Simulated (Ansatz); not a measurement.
# NTi: the cost of one run

Program: Ansatz 0.2.0, Gaussian basis. Level of theory: def2-QZVPP, core rule «outside noble gas», up to 10 orbitals frozen. These are calculated values, not measurements.

Plan: UHF; ROHF; CCSD(T) on UHF.

### 1 The system

The geometry is a PBE0/def2-TZVP stationary point (not a proven minimum) of the parent state, kept for this charge and spin.

2 atoms, charge 1, spin multiplicity 3.

Atoms are counted from 1 here; the program's logs count them from 0.

Bond lengths: Ti1–N2 1.646 Å.

### 2 UHF

in.yaml reads:

```yaml
crystal:
  periodic: [false, false, false]
  atoms:
    - {symbol: Ti, position_ang: [0.000000, 0.000000, 0.000000]}
    - {symbol: N, position_ang: [0.000000, 0.000000, 1.646400]}
basis:
  gaussian: {orbitals: "def2-QZVPP.json"}
total_charge: 1
magnetization: {spin_polarized: true, initial_magnetization: 2}
hamiltonian: {xc: hf}
output: {orbitals: {seedname: orbitals}}
```

Command:

```bash
ansatz run in.yaml --threads 1 --pin off --events-out ev --progress --plain --max-ram 3968MiB --backend cpu
```

What time and memory should one allow on 1 thread of AMD EPYC 7R13, shared host?

About 59 s, with a peak of 0.37 GiB.
